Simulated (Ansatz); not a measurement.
# OsSb: the cost of one run

Computed with Ansatz 0.2.0 (DFT PBE, scalar-relativistic, plane waves, PAW, unless a step's input says otherwise).

1 further run of the same task is left out (it didn't finish). Runs told in other sessions of the task aren't counted.

## Step 1: The structure to begin with

Symmetry: Fm-3m, No. 225, cubic system. The conventional cell has a = 5.427 Å, b = 5.427 Å, c = 5.427 Å, α = 90.00°, β = 90.00°, γ = 90.00°. Os (site symmetry m-3m) is surrounded by 6 Sb at 2.71 Å. Around Sb (site symmetry m-3m) lie 6 Os at 2.71 Å.

Structure file:

```xyz
2
Lattice="0.0000 2.7136 2.7136 2.7136 0.0000 2.7136 2.7136 2.7136 0.0000" Properties=species:S:1:pos:R:3 pbc="T T T"
Os    2.7136    2.7136    2.7136
Sb    0.0000    0.0000    0.0000
```

This cell comes from an earlier session at PBE: 19.982 Å³/atom at -0.11 GPa, on a 12×12×12 mesh.

The changes: atom 2 (Sb) moved 0.12 Å along z; atom 1 (Os) moved 0.02 Å along x; strain e1 = -0.01, atoms carried along; strain e1 = -0.02, atoms carried along; all atoms moved at random (σ = 0.15 Å), cell strained at random (1 %); all atoms moved at random (σ = 0.1 Å), cell strained at random (1 %).

## Step 2: Atom 2 (Sb) moved 0.12 Å along z

input.yaml reads:

```yaml
crystal:
  lattice:
    - [0.0, 2.713616885, 2.713616885]
    - [2.713616885, 0.0, 2.713616885]
    - [2.713616885, 2.713616885, 0.0]
  atoms:
    - { symbol: Os, position: [0.5, 0.5, 0.5] }
    - { symbol: Sb, position: [0.0221107115, 0.0221107115, -0.0221107115] }
basis:
  ecutwfc: 420
  ecutrho_ratio: 4
kpoints:
  mp_grid: { grid: [12, 12, 12] }
hamiltonian:
  xc: pbe
scf:
  occupations: { method: gaussian, width: 0.05 }
output:
  forces: true
  stress: true
  eigenvalues: true
  write_density: true
  write_potential: true
  elf: true
  volumetric_format: npy
```

The run is started by

```console
$ ansatz run input.yaml --threads 2 --pin off --max-ram 2662MiB --backend cpu --events-out ev --progress --plain --runs-dir out
```

**Question.** How long does this run take on 2 threads of Arm Neoverse N1, shared host, and how much memory does it need?

About 13 s, with a peak of 0.43 GiB.
